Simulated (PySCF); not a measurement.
# A gas-phase reaction: CH5ClGe + Cl2 → CH4Cl2Ge + ClH

Wanted: the reaction energy for `[CH3][GeH2][Cl]` + `ClCl` → `[CH3][GeH]([Cl])[Cl]` + `Cl`.

Computed with PySCF 2.14.0; each step states its level. No surroundings beyond the atoms listed, unless a continuum is named. Atoms count from 0, parts from 1.

## (1) The system as given

Each species was relaxed by itself at PBE0-D3(BJ)/def2-SVPD.

## (2) Energies of the species: wB97M-D3(BJ)/def2-TZVPD

Job settings and geometry (Å):

```
{"job": {"kind": "react", "xc": "wB97M-D3(BJ)", "basis": "def2-TZVPD"}, "charge": 0, "multiplicity": 1}
-1 CH5ClGe charge 0 multiplicity 1
C      0.670970     0.171670    -0.846170
Ge    -0.630260    -0.015010     0.577280
Cl     0.397330     0.444500     2.452850
H      1.060960     1.197780    -0.865900
H      1.505740    -0.522960    -0.684760
H      0.204640    -0.051080    -1.816910
H     -1.152140    -1.449970     0.733740
H     -1.781920     0.994920     0.478470

-1 Cl2 charge 0 multiplicity 1
Cl     1.014480     0.017710    -0.011020
Cl    -1.014550    -0.015350     0.013310

+1 CH4Cl2Ge charge 0 multiplicity 1
C     -0.757330    -0.102440     0.785120
Ge     0.560220    -0.102280    -0.621040
Cl    -0.102660     1.225690    -2.200990
Cl     2.409630     0.714270     0.160110
H     -0.893430     0.922900     1.152340
H     -0.415550    -0.741360     1.610640
H     -1.713090    -0.479440     0.396880
H      0.907670    -1.438690    -1.280010

+1 ClH charge 0 multiplicity 1
Cl     0.644480     0.014180    -0.009890
H     -0.643290    -0.013080     0.010120
```

With the program's defaults for keys left out, this is: wB97M-D3(BJ)/def2-TZVPD reaction energy of separated species, gas phase.

Started as:

```sh
$ OMP_NUM_THREADS=1 python cluster_run.py task.json out
```

The driver reads the jobs from task.json and runs them one after another.

The log of the run:

```text
species 1 (CH5ClGe)
coarse grid: 31272 points
cycle   1  E = -2578.4082073225  dE = -5.843e-01  |g| = 6.635e-01  |ddm| = 2.265e+00
cycle   2  E = -2578.4213883819  dE = -1.318e-02  |g| = 6.947e-01  |ddm| = 9.828e-01
cycle   3  E = -2578.4646653101  dE = -4.328e-02  |g| = 2.806e-02  |ddm| = 4.391e-01
cycle   4  E = -2578.4649029067  dE = -2.376e-04  |g| = 1.388e-02  |ddm| = 4.753e-02
cycle   5  E = -2578.4649531824  dE = -5.028e-05  |g| = 2.817e-03  |ddm| = 1.794e-02
cycle   6  E = -2578.4649563676  dE = -3.185e-06  |g| = 4.748e-04  |ddm| = 6.533e-03
final grid: 62856 points
cycle   7  E = -2578.4648374349  dE = -2.293e-07  |g| = 2.058e-04  |ddm| = 5.766e-03
cycle   8  E = -2578.4648374634  dE = -2.847e-08  |g| = 1.102e-04  |ddm| = 8.850e-04
cycle   9  E = -2578.4648374684  dE = -5.053e-09  |g| = 5.206e-05  |ddm| = 1.813e-04
cycle  10  E = -2578.4648374701  dE = -1.641e-09  |g| = 1.165e-05  |ddm| = 1.535e-04
cycle  11  E = -2578.4648374701  dE = -2.819e-11  |g| = 3.098e-06  |ddm| = 1.681e-05
converged SCF energy = -2578.4648374701

species 2 (Cl2)
coarse grid: 12632 points
cycle   1  E = -920.4762353879  dE =  6.388e-02  |g| = 2.472e-01  |ddm| = 1.180e+00
cycle   2  E = -920.4854153116  dE = -9.180e-03  |g| = 1.551e-01  |ddm| = 2.411e-01
cycle   3  E = -920.4902179437  dE = -4.803e-03  |g| = 1.247e-02  |ddm| = 9.692e-02
cycle   4  E = -920.4902873607  dE = -6.942e-05  |g| = 2.486e-03  |ddm| = 1.204e-02
cycle   5  E = -920.4902917164  dE = -4.356e-06  |g| = 2.986e-04  |ddm| = 3.875e-03
final grid: 23496 points
cycle   6  E = -920.4902475342  dE = -4.799e-08  |g| = 9.244e-05  |ddm| = 4.937e-04
cycle   7  E = -920.4902475377  dE = -3.540e-09  |g| = 4.864e-05  |ddm| = 1.125e-04
cycle   8  E = -920.4902475384  dE = -6.380e-10  |g| = 1.448e-05  |ddm| = 4.241e-05
converged SCF energy = -920.4902475384

species 3 (CH4Cl2Ge)
coarse grid: 35120 points
cycle   1  E = -3038.0970022568  dE = -3.834e-01  |g| = 7.462e-01  |ddm| = 2.301e+00
cycle   2  E = -3038.1110840475  dE = -1.408e-02  |g| = 8.142e-01  |ddm| = 1.146e+00
cycle   3  E = -3038.1828285816  dE = -7.174e-02  |g| = 3.354e-02  |ddm| = 5.259e-01
cycle   4  E = -3038.1831887145  dE = -3.601e-04  |g| = 1.602e-02  |ddm| = 6.159e-02
cycle   5  E = -3038.1832604744  dE = -7.176e-05  |g| = 3.671e-03  |ddm| = 2.237e-02
cycle   6  E = -3038.1832678832  dE = -7.409e-06  |g| = 7.059e-04  |ddm| = 9.827e-03
final grid: 69232 points
cycle   7  E = -3038.1830635724  dE = -5.141e-07  |g| = 3.278e-04  |ddm| = 4.694e-03
cycle   8  E = -3038.1830636484  dE = -7.597e-08  |g| = 2.088e-04  |ddm| = 8.792e-04
cycle   9  E = -3038.1830636624  dE = -1.404e-08  |g| = 8.825e-05  |ddm| = 2.426e-04
cycle  10  E = -3038.1830636676  dE = -5.175e-09  |g| = 3.810e-05  |ddm| = 2.345e-04
cycle  11  E = -3038.1830636679  dE = -3.502e-10  |g| = 3.471e-06  |ddm| = 6.161e-05
converged SCF energy = -3038.1830636679

species 4 (ClH)
coarse grid: 8792 points
cycle   1  E = -460.8503335045  dE = -8.165e-02  |g| = 2.169e-01  |ddm| = 7.239e-01
cycle   2  E = -460.8625129592  dE = -1.218e-02  |g| = 1.397e-01  |ddm| = 2.651e-01
cycle   3  E = -460.8670523232  dE = -4.539e-03  |g| = 1.358e-02  |ddm| = 9.818e-02
cycle   4  E = -460.8670934070  dE = -4.108e-05  |g| = 3.364e-03  |ddm| = 9.545e-03
cycle   5  E = -460.8670996555  dE = -6.249e-06  |g| = 8.516e-04  |ddm| = 3.915e-03
final grid: 17120 points
cycle   6  E = -460.8670682218  dE = -3.713e-07  |g| = 3.675e-04  |ddm| = 8.880e-04
cycle   7  E = -460.8670682681  dE = -4.624e-08  |g| = 1.617e-04  |ddm| = 3.979e-04
cycle   8  E = -460.8670682746  dE = -6.569e-09  |g| = 4.219e-05  |ddm| = 1.294e-04
cycle   9  E = -460.8670682759  dE = -1.313e-09  |g| = 3.956e-06  |ddm| = 6.529e-05
cycle  10  E = -460.8670682759  dE = -3.126e-12  |g| = 8.158e-07  |ddm| = 3.304e-06
converged SCF energy = -460.8670682759

Reaction energy = -60.171 kcal/mol
```

Run time: 38 s. Hardware: 1 thread of Arm Neoverse V1, shared host; peak memory 0.78 GiB.

Species by species (with the dispersion term, which the log's SCF energies lack):

| ν | species | energy (Eh) | HOMO (eV) |
| --- | --- | --- | --- |
| -1 | [CH3][GeH2][Cl] | -2578.47200 | -10.82 |
| -1 | ClCl | -920.49147 | -11.18 |
| +1 | [CH3][GeH]([Cl])[Cl] | -3038.19175 | -11.08 |
| +1 | Cl | -460.86761 | -11.93 |

## (3) Reaction energy: PBE0-D3(BJ)/def2-TZVPD

Same as in step 2 but for these lines:

```diff
@@ -1,2 +1,2 @@
-{"job": {"kind": "react", "xc": "wB97M-D3(BJ)", "basis": "def2-TZVPD"}, "charge": 0, "multiplicity": 1}
+{"job": {"kind": "react", "xc": "PBE0", "basis": "def2-TZVPD", "disp": "d3bj"}, "charge": 0, "multiplicity": 1}
 -1 CH5ClGe charge 0 multiplicity 1
```

Level: PBE0-D3(BJ)/def2-TZVPD reaction energy of separated species, gas phase.

The log of the run:

```text
species 1 (CH5ClGe)
coarse grid: 31272 points
cycle   1  E = -2577.8627621667  dE = -5.913e-01  |g| = 7.341e-01  |ddm| = 2.332e+00
cycle   2  E = -2577.8258041037  dE =  3.696e-02  |g| = 9.201e-01  |ddm| = 1.167e+00
cycle   3  E = -2577.9270354666  dE = -1.012e-01  |g| = 2.975e-02  |ddm| = 6.422e-01
cycle   4  E = -2577.9271709368  dE = -1.355e-04  |g| = 1.570e-02  |ddm| = 3.703e-02
cycle   5  E = -2577.9272382815  dE = -6.734e-05  |g| = 3.184e-03  |ddm| = 1.480e-02
cycle   6  E = -2577.9272405998  dE = -2.318e-06  |g| = 1.429e-03  |ddm| = 3.365e-03
final grid: 62856 points
cycle   7  E = -2577.9272291084  dE =  2.101e-07  |g| = 1.721e-03  |ddm| = 4.043e-03
cycle   8  E = -2577.9272286784  dE =  4.300e-07  |g| = 2.151e-03  |ddm| = 2.811e-03
cycle   9  E = -2577.9272298643  dE = -1.186e-06  |g| = 1.120e-04  |ddm| = 1.535e-03
cycle  10  E = -2577.9272298667  dE = -2.308e-09  |g| = 4.908e-06  |ddm| = 8.413e-05
cycle  11  E = -2577.9272298667  dE = -6.821e-12  |g| = 2.145e-06  |ddm| = 6.602e-06
converged SCF energy = -2577.9272298667

species 2 (Cl2)
coarse grid: 3248 points
cycle   1  E = -920.0848727374  dE =  1.015e-01  |g| = 1.608e-01  |ddm| = 1.191e+00
cycle   2  E = -920.0872232245  dE = -2.350e-03  |g| = 8.738e-02  |ddm| = 1.235e-01
cycle   3  E = -920.0886059112  dE = -1.383e-03  |g| = 3.229e-02  |ddm| = 7.027e-02
cycle   4  E = -920.0888570405  dE = -2.511e-04  |g| = 5.428e-04  |ddm| = 2.039e-02
cycle   5  E = -920.0888571499  dE = -1.093e-07  |g| = 2.231e-04  |ddm| = 9.351e-04
final grid: 23496 points
cycle   6  E = -920.0901488908  dE = -8.698e-06  |g| = 2.711e-03  |ddm| = 7.441e-03
cycle   7  E = -920.0901493250  dE = -4.343e-07  |g| = 1.506e-03  |ddm| = 3.018e-03
cycle   8  E = -920.0901495653  dE = -2.403e-07  |g| = 1.116e-04  |ddm| = 1.209e-03
cycle   9  E = -920.0901495679  dE = -2.662e-09  |g| = 4.174e-05  |ddm| = 9.934e-05
cycle  10  E = -920.0901495683  dE = -3.913e-10  |g| = 3.002e-06  |ddm| = 2.414e-05
converged SCF energy = -920.0901495683

species 3 (CH4Cl2Ge)
coarse grid: 35120 points
cycle   1  E = -3037.3618870500  dE = -4.095e-01  |g| = 7.971e-01  |ddm| = 2.378e+00
cycle   2  E = -3037.2988571037  dE =  6.303e-02  |g| = 1.061e+00  |ddm| = 1.351e+00
cycle   3  E = -3037.4458473258  dE = -1.470e-01  |g| = 5.665e-02  |ddm| = 7.700e-01
cycle   4  E = -3037.4464011521  dE = -5.538e-04  |g| = 2.904e-02  |ddm| = 6.337e-02
cycle   5  E = -3037.4466320860  dE = -2.309e-04  |g| = 5.159e-03  |ddm| = 2.549e-02
cycle   6  E = -3037.4466384988  dE = -6.413e-06  |g| = 2.107e-03  |ddm| = 5.952e-03
final grid: 69232 points
cycle   7  E = -3037.4465453245  dE =  3.393e-07  |g| = 2.380e-03  |ddm| = 7.516e-03
cycle   8  E = -3037.4465445912  dE =  7.333e-07  |g| = 2.959e-03  |ddm| = 4.360e-03
cycle   9  E = -3037.4465467383  dE = -2.147e-06  |g| = 2.318e-04  |ddm| = 2.380e-03
cycle  10  E = -3037.4465467442  dE = -5.951e-09  |g| = 1.490e-05  |ddm| = 1.672e-04
cycle  11  E = -3037.4465467442  dE = -1.364e-11  |g| = 4.151e-06  |ddm| = 1.413e-05
converged SCF energy = -3037.4465467442

species 4 (ClH)
coarse grid: 2248 points
cycle   1  E = -460.6537831674  dE = -4.644e-02  |g| = 1.882e-01  |ddm| = 7.411e-01
cycle   2  E = -460.6558519435  dE = -2.069e-03  |g| = 1.902e-01  |ddm| = 3.151e-01
cycle   3  E = -460.6653806297  dE = -9.529e-03  |g| = 1.506e-02  |ddm| = 1.513e-01
cycle   4  E = -460.6654026867  dE = -2.206e-05  |g| = 2.693e-03  |ddm| = 7.323e-03
cycle   5  E = -460.6654042345  dE = -1.548e-06  |g| = 1.111e-03  |ddm| = 2.553e-03
final grid: 17120 points
cycle   6  E = -460.6658903374  dE = -4.428e-06  |g| = 2.164e-03  |ddm| = 7.328e-03
cycle   7  E = -460.6658903667  dE = -2.928e-08  |g| = 1.795e-03  |ddm| = 2.512e-03
cycle   8  E = -460.6658909850  dE = -6.184e-07  |g| = 1.533e-04  |ddm| = 1.363e-03
cycle   9  E = -460.6658909919  dE = -6.899e-09  |g| = 2.144e-05  |ddm| = 1.086e-04
cycle  10  E = -460.6658909920  dE = -9.965e-11  |g| = 4.935e-06  |ddm| = 1.679e-05
converged SCF energy = -460.6658909920

Reaction energy = -60.337 kcal/mol
```

It took 20 s on 1 thread of Arm Neoverse V1, shared host; peak memory 0.71 GiB.

Reaction energy at this level: -60.34 kcal/mol.

## (4) Comparing the runs

Energies in kcal/mol, with wall time:

| run | reaction | time |
| --- | --- | --- |
| wB97M-D3(BJ)/def2-TZVPD | -60.17 | 38 s |
| PBE0-D3(BJ)/def2-TZVPD | -60.34 | 20 s |

## (5) What came out

| quantity | value |
| --- | --- |
| reaction energy (wB97M-D3(BJ)/def2-TZVPD) | -60.17 kcal/mol |
| ΔH, ΔG at 298 K (xTB thermal terms) | -60.5, -60.5 kcal/mol |
| range of the reaction energy over the runs of this table | -60.34 to -60.17 kcal/mol |

In words: The reaction is exothermic by 60.5 kcal/mol in the gas phase; dispersion gives -0.53, and xTB itself gave -44.20 for the electronic energy (xTB energies and thermal terms come from the earlier relaxation of each species, not shown). No barrier was sought. xTB and this level differ widely in the electronic energy, so what comes from xTB (the thermal terms above all) is less safe here. The reaction energy runs from -60.34 (PBE0-D3(BJ)/def2-TZVPD) to -60.17 kcal/mol (wB97M-D3(BJ)/def2-TZVPD).
